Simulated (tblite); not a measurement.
# C4H8FGa: the cost of one run

The runs use tblite 0.8.0 and PySCF 2.14.0, with density-fitted response routines of our own; the level of theory stands in each step. All values are computed, except where a source is named. Atoms are numbered from 0 throughout.

## (1) Starting geometry

14 atoms, charge 0, multiplicity 1; geometry from: force field or distance geometry start.

Bonds of the start (Å): C0–Ga1 1.97, Ga1–C2 2.06, Ga1–C3 2.13, C3–C4 1.35, C4–F5 1.37, C0–H6 1.10, C0–H7 1.13, C0–H8 1.11, C2–H9 1.11, C2–H10 1.10, C2–H11 1.12, C3–H12 1.07, C4–H13 1.09.

## (2) Relaxing the molecule with GFN2-xTB

Job settings and geometry (Å):

```
{"job": {"kind": "relax", "xc": "GFN2-xTB", "basis": "xTB"}, "charge": 0, "multiplicity": 1}
C     -1.095500     1.914600     0.242200
Ga    -0.507400     0.181600     0.972000
C     -1.465300    -1.571200     0.486500
C      1.343800    -0.046400    -0.051700
C      2.410900    -0.456100     0.669000
F      3.625700    -0.624700     0.066200
H     -2.056300     2.411100     0.432100
H     -0.204800     2.487600     0.628700
H     -0.941100     1.872500    -0.859100
H     -2.201000    -1.984900     1.210800
H     -0.695500    -2.337900     0.314700
H     -1.970300    -1.337200    -0.487800
H      1.425100     0.146900    -1.102200
H      2.331000    -0.656400     1.736600
```

On the command line:

```bash
> OMP_NUM_THREADS=1 python probes_run.py task.json out
```

The driver reads the jobs from task.json and runs them one after another.

Q: Estimate the wall time of this first job on 1 thread of Intel Xeon at 2.50GHz, shared host.

About 2 s.
